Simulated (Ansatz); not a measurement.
CH5AlOSe, SMILES C[O][AlH][SeH], a comparison of dispersion corrections

With the Ansatz DFT code, driven from Python.

The cells in order, each with its output:

In [1]:
```python
import ansatz as az

config = {
    "basis_set": "def2-SVP",
}
```

In [2]:
```python
GEOMETRY = """
C     0.18660    1.42210    0.08330
O    -0.05060    0.71380   -1.10130
Al    0.23760   -1.07410   -0.75950
Se   -1.44630   -2.46580    0.02270
H    -0.05480    2.52720   -0.17700
H    -0.58090    1.17690    0.86320
H     1.21320    1.39370    0.44200
H     1.78080   -1.65620   -0.91390
H    -1.19700   -2.08380    1.52350
"""
```

In [3]:
```python
mol = az.Crystal.molecule()
for line in GEOMETRY.strip().splitlines():
    symbol, *xyz = line.split()
    mol = mol.atom(symbol, [float(v) for v in xyz])
```

In [4]:
```python
base = mol.calculation().basis(gaussian=config["basis_set"])
for name in ["b3lyp", "r2scan"]:
    for correction in ("d3bj", "d4"):
        report = base.functional(name, dispersion=correction).run(threads=1).report
        print(f"{name:8s} {correction:5s} total {report['free_energy_ev']:.5f} eV, of which dispersion {1000 * report['dispersion']['energy']['ev']:.2f} meV")
```
```text
b3lyp    d3bj  total -75102.68446 eV, of which dispersion -309.84 meV
b3lyp    d4    total -75102.64915 eV, of which dispersion -274.52 meV
DeckWarning: the engine holds no damping parameters fitted to this dispersion correction and functional, so the run takes those fitted to r2scan beside the three-body term, which d3bj leaves out (hamiltonian.dispersion, under Limitations)
r2scan   d3bj  total -75098.20947 eV, of which dispersion -49.30 meV
r2scan   d4    total -75098.20228 eV, of which dispersion -42.11 meV
```

Reading the output:
- Total energies depend on the basis set; only differences at equal settings carry meaning.
- Warnings are shown shortened and without file and line.
- The geometry is a force-field or estimated start, not a minimum of this method, and the basis set is short of its limit. D4 holds the three-body term, and d3bj doesn't.
- b3lyp holds the VWN-RPA fit, as in Gaussian; the form of ORCA and Turbomole is b3lyp5.
- A dispersion term here runs with damping parameters fitted for another variant or functional.
- Hardware and time: 22 s on 1 thread of Arm Neoverse V1, with other jobs on the host, peak memory 0.27 GiB.
